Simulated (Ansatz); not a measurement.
Working through a convergence test of the k-point mesh of C, space group Cmme

Program: Ansatz 0.2.0 through its Python package.

Notebook, run cell by cell (the value of a cell's last expression is shown):

In [1]:
```python
import csv

import ansatz
```

In [2]:
```python
crystal = (
    ansatz.Lattice.from_parameters(2.456114, 2.456114, 7.173268, alpha=90.0, beta=90.0, gamma=120.00047)
    .atom("C", [0.083379, 0.916621, 0.753138])
    .atom("C", [0.583379, 0.416621, 0.246862])
    .atom("C", [0.916621, 0.083379, 0.246862])
    .atom("C", [0.416621, 0.583379, 0.753138])
)
```

In [3]:
```python
calc = (
    crystal.calculation()
    .functional("LDA")
    .occupations("fermi_dirac", width=0.1)
    .forces()
    .stress()
)

rows = []
for value in [(3, 3, 1), (5, 5, 2), (6, 6, 2), (8, 8, 3), (10, 10, 3), (13, 13, 4)]:
    rep = calc.kpoints(*value).run().report
    rows.append((value, rep["free_energy_ev"] / len(rep["lattice"]["sites"]), rep["n_iterations"], sum(rep["stress_gpa"][i][i] for i in range(3)) / 3, max(abs(f) for row in rep["forces_ev_ang"] for f in row), rep["n_kpoints"]))
```
```text
DeckWarning: basis.ecutwfc = 420 eV, auto-derived from the records' recommended cutoffs: set by C (normal level)
```

In [4]:
```python
with open("kconv.csv", "w", newline="") as handle:
    writer = csv.writer(handle)
    writer.writerow(["mesh", "F/atom (eV)", "iterations", "P (GPa)", "max component (eV/A)", "k-points"])
    writer.writerows([round(v, 5) if isinstance(v, float) else v for v in row] for row in rows)
```

In [5]:
```python
# the last row is the reference
for row in rows[:-1]:
    shift = 1000 * (row[1] - rows[-1][1])
    print(f"{row[0]}: {shift:+.2f} meV/atom" + ("  (within 5 meV)" if abs(shift) < 5 else ""))
```
```text
(3, 3, 1): +234.12 meV/atom
(5, 5, 2): +12.04 meV/atom
(6, 6, 2): +17.91 meV/atom
(8, 8, 3): +0.79 meV/atom  (within 5 meV)
(10, 10, 3): -1.12 meV/atom  (within 5 meV)
```

File `kconv.csv` afterwards:
```csv
mesh,F/atom (eV),iterations,P (GPa),max component (eV/A),k-points
"(3, 3, 1)",-242.74467,6,-2.05463,0.02005,4
"(5, 5, 2)",-242.96674,6,-3.72954,0.05332,18
"(6, 6, 2)",-242.96088,6,-3.67684,0.01692,26
"(8, 8, 3)",-242.97799,6,-3.91709,0.04224,42
"(10, 10, 3)",-242.9799,6,-3.94594,0.01566,62
"(13, 13, 4)",-242.97879,6,-3.92887,0.01505,147
```

From 8×8×3 on it stays within 5 meV an atom of the value at 13×13×4; the first row (3×3×1) is off by 234.1 meV and the last but one by 1.12 meV. It goes up and down, since the sum over k-points isn't variational. The pressure moves from -2.05 to -3.93 GPa.

Caveats:
- Pressure is positive in compression.
- This isn't the structure that C takes at ambient conditions.
- Warnings are shown shortened and without file and line.
- Shifts are counted from the finest mesh, which is itself no proven limit.
- By the engine's processor time: 6 s on 1 thread of Intel(R) Xeon(R) Processor @ 2.30GHz (shared host), peak memory 0.5 GiB.
